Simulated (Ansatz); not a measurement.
Geometry optimisation, Ansatz 0.2.0, DFT PBE, scalar-relativistic, plane waves, PAW.

Input file:

```yaml
accuracy: low
crystal:
  lattice:
    - [0.0, 4.331438, 4.331438]
    - [4.331438, 0.0, 4.331438]
    - [4.331438, 4.331438, 0.0]
  atoms:
    - { symbol: Ti, position: [0.0, 0.0, 0.0] }
    - { symbol: C, position: [0.25, 0.25, 0.25] }
    - { symbol: Ti, position: [0.0, 0.0, 0.5] }
    - { symbol: C, position: [0.25, 0.25, 0.75] }
    - { symbol: Ti, position: [0.0, 0.5, 0.0] }
    - { symbol: C, position: [0.25, 0.75, 0.25] }
    - { symbol: Ti, position: [0.0, 0.5, 0.5] }
    - { symbol: C, position: [0.25, 0.75, 0.75] }
    - { symbol: Ti, position: [0.5, 0.0, 0.0] }
    - { symbol: C, position: [0.75, 0.25, 0.25] }
    - { symbol: Ti, position: [0.5, 0.0, 0.5] }
    - { symbol: C, position: [0.75, 0.25, 0.75] }
    - { symbol: Ti, position: [0.5, 0.5, 0.0] }
    - { symbol: C, position: [0.75, 0.75, 0.25] }
    - { symbol: Ti, position: [0.5, 0.5, 0.5] }
    - { symbol: C, position: [0.75, 0.75, 0.75] }
    - { symbol: H, position: [0.8620544, 0.3890402, 0.8780029] }
basis:
  ecutwfc: 420.0
kpoints:
  mp_grid: { grid: [2, 2, 2] }
hamiltonian:
  xc: pbe
  pseudopotentials: { kind: paw, azcp: { folder: soft_1 } }
scf:
  occupations: { method: fermi_dirac, width: 0.1 }
  lower_state_search: "off"
relax:
  f_tol: 0.08
  max_steps: 25
  adjacent_minimum: "off"
output:
  write_density: true
  write_potential: true
  elf: true
  volumetric_format: npy
```

Command:

```bash
$ ansatz run input.yaml --threads 1 --pin off --max-ram 3072MiB --backend cpu --events-out ev --progress --plain --runs-dir out
```

Problem. Where does it end, and by what steps?

Solution. The run converged. The threshold is loose, so the end isn't yet a minimum. Limits of this set-up: coarse k mesh, odd electron count without spin, low accuracy level. After 2 steps the energy has fallen by 0.078 eV; Ti13 moved furthest, 0.04 Å.

```csv
step,energy less start (eV),largest force component (eV/Å),accepted
0,0.0000,0.807,yes
1,-0.0721,0.141,yes
2,-0.0781,0.065,yes
```

```xyz
17
Lattice="0.0000 4.3314 4.3314 4.3314 0.0000 4.3314 4.3314 4.3314 0.0000" Properties=species:S:1:pos:R:3
Ti -0.012 0.012 -0.013
C 2.165 2.168 2.162
Ti 2.161 2.171 0.005
C 4.327 4.336 2.171
Ti 2.184 0.020 2.184
C 4.336 2.167 4.333
Ti 4.314 2.150 2.181
C 6.497 4.328 4.334
Ti 0.006 2.170 2.160
C 2.171 4.334 4.328
Ti 2.161 4.326 2.160
C 4.329 6.492 4.327
Ti 2.187 2.144 4.308
C 4.336 4.328 6.495
Ti 4.337 4.326 4.335
C 6.499 6.496 6.497
H 5.470 7.546 5.428
```

Whether the end is a true minimum wasn't checked by a vibrational analysis.

The run took 24 s on 1 thread of Arm Neoverse V2 (shared host), peak memory 0.48 GiB.
